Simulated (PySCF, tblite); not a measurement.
# CH₈BNO₂Si: geometry, infrared bands and NMR shifts

Wanted: the infrared bands and NMR shifts of CH₈BNO₂Si (`OB(O)CN[SiH3]`), by calculation.

Computed with tblite 0.8.0 and PySCF 2.14.0, with density-fitted response routines of our own, on a single molecule in the gas phase. Atoms count from 0, in the outputs and in this text.

### Step 1. The molecule as given

14 atoms, charge 0, multiplicity 1; geometry from: force field or distance geometry start.

Bonds of the start (Å): O0–B1 1.50, B1–O2 1.47, B1–C3 1.60, C3–N4 1.43, N4–Si5 1.78, O0–H6 1.00, O2–H7 1.00, C3–H8 1.13, C3–H9 1.11, N4–H10 1.05, Si5–H11 1.47, Si5–H12 1.48, Si5–H13 1.48.

### Step 2. Optimising the geometry with GFN2-xTB

Job settings and geometry (Å):

```
{"job": {"kind": "relax", "xc": "GFN2-xTB", "basis": "xTB"}, "charge": 0, "multiplicity": 1}
O      2.535100    -1.094100     0.856700
B      1.732300    -0.116200     0.059900
O      2.502200     1.093300    -0.284800
C      0.206400     0.042700     0.514800
N     -0.658500    -0.078000    -0.623300
Si    -2.393800     0.081300    -0.248700
H      3.212500    -1.528800     0.267400
H      1.935300     1.915200    -0.177100
H     -0.022500    -0.782100     1.245500
H      0.099000     1.016500     1.028900
H     -0.463600    -0.919000    -1.219400
H     -2.992100    -1.230400     0.040500
H     -2.658100     1.032000     0.849800
H     -3.035000     0.567100    -1.492400
```

The run is started by

```console
OMP_NUM_THREADS=1 python probes_run.py task.json out
```

One launch serves the whole session: the jobs run in the order shown.

**Question.** This job is followed by: GFN2-xTB harmonic vibrations, gas phase; GIAO PBE0/pcSseg-1 NMR shielding, non-relativistic, gas phase. Predict these results of the whole session: strongest single infrared mode (GFN2-xTB); zero-point energy (GFN2-xTB); ¹³C shifts against TMS (PBE0/pcSseg-1); ¹H shifts against TMS (PBE0/pcSseg-1, means over atoms taken as alike); ¹⁷O shifts against H2O (PBE0/pcSseg-1, means over atoms taken as alike); ¹¹B shifts against BF3·OEt2 (PBE0/pcSseg-1); ¹⁵N shifts against NH3 (PBE0/pcSseg-1); ²⁹Si shifts against TMS (PBE0/pcSseg-1).

As calculated:

| quantity | value |
| --- | --- |
| strongest single infrared mode (GFN2-xTB) | 2175 cm⁻¹, 415 km/mol |
| zero-point energy (GFN2-xTB) | 62.4 kcal/mol |
| ¹³C shifts against TMS (PBE0/pcSseg-1) | 33.8 ppm |
| ¹H shifts against TMS (PBE0/pcSseg-1, means over atoms taken as alike) | 5.08, 4.65, 2.44, -0.65 ppm |
| ¹⁷O shifts against H2O (PBE0/pcSseg-1, means over atoms taken as alike) | 118.9 ppm |
| ¹¹B shifts against BF3·OEt2 (PBE0/pcSseg-1) | 29.5 ppm |
| ¹⁵N shifts against NH3 (PBE0/pcSseg-1) | 12.0 ppm |
| ²⁹Si shifts against TMS (PBE0/pcSseg-1) | -54.2 ppm |

In words: Relaxing lowered the energy by 1.699 eV in 129 steps; the close pair that moved most is O0–B1, from 1.495 to 1.346 Å. All 36 modes are real, so the xTB geometry is a minimum. The strongest single mode, at 2175 cm⁻¹, moves mainly H11. Unscaled tight-binding wavenumbers are off by several per cent, some by more. Its intensities can rank the bands wrongly. At PBE0/pcSseg-1: The widest tensor belongs to O0, O2: span 203 ppm, with a paramagnetic part of -170 ppm.
